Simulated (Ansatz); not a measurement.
# CrAuS2: the cost of one run

Computed with Ansatz 0.2.0 (DFT LDA+U (U_eff = 3 eV on Cr d), plane waves, PAW, no spin–orbit coupling unless a run says so, unless a step's input says otherwise).

## (1) The structure to begin with

Symmetry: R-3m, No. 166, trigonal system. Conventional cell: a = 3.541 Å, b = 3.541 Å, c = 21.324 Å, α = 90.00°, β = 90.00°, γ = 120.00°. Au (site symmetry -3m) has 2 S at 2.30 Å in its first shell of neighbours. Cr (site symmetry -3m) is surrounded by 6 S at 2.40 Å. S (site symmetry 3m) has 1 Au at 2.30 Å and 3 Cr at 2.40 Å in its first shell of neighbours.

Coordinates:

```
Au Cr S
1.0
     1.77062    1.02227    7.10803
    -1.77062    1.02227    7.10803
     0.00000   -2.04454    7.10803
Au Cr S
1 1 2
Cartesian
  0.0000 0.0000 0.0000
  0.0000 0.0000 10.6621
  0.0000 0.0000 19.0279
  0.0000 0.0000 2.2962
```

Magnetic order typed: ferromagnetic.

## (2) From atoms, symmetry kept, no search

Input file input.yaml:

```yaml
crystal:
  lattice:
    - [1.77062114, 1.02226859, 7.10803421]
    - [-1.77062114, 1.02226859, 7.10803421]
    - [0.0, -2.04453718, 7.10803421]
  atoms:
    - { symbol: Au, position: [0.0, 0.0, 0.0] }
    - { symbol: Cr, position: [0.5, 0.5, 0.5], spin: 3.0 }
    - { symbol: S, position: [0.89231846, 0.89231846, 0.89231846] }
    - { symbol: S, position: [0.10768154, 0.10768154, 0.10768154] }
basis:
  ecutwfc: 420
  ecutrho_ratio: 4
kpoints:
  mp_grid: { grid: [6, 6, 6] }
hamiltonian:
  xc: lda
  hubbard: { sites: [{ site: 1, l: d, u_eff: 3.0 }] }
scf:
  occupations: { method: gaussian, width: 0.05 }
  lower_state_search: "off"
  max_iter: 150
output:
  forces: true
  stress: true
  eigenvalues: true
  populations: true
  hubbard: { sites: [{ site: 1, l: d }] }
magnetization:
  spin_polarized: true
```

Started as:

```bash
ansatz run input.yaml --threads 2 --pin off --max-ram 3072MiB --backend cpu --events-out ev --progress --plain --runs-dir out
```

**Question.** How long does this run take on 2 threads of Intel Xeon Platinum 8259CL at 2.50GHz (Skylake/Cascade Lake), shared host, and how much memory does it need?

About 8.7 s, with a peak of 0.54 GiB.
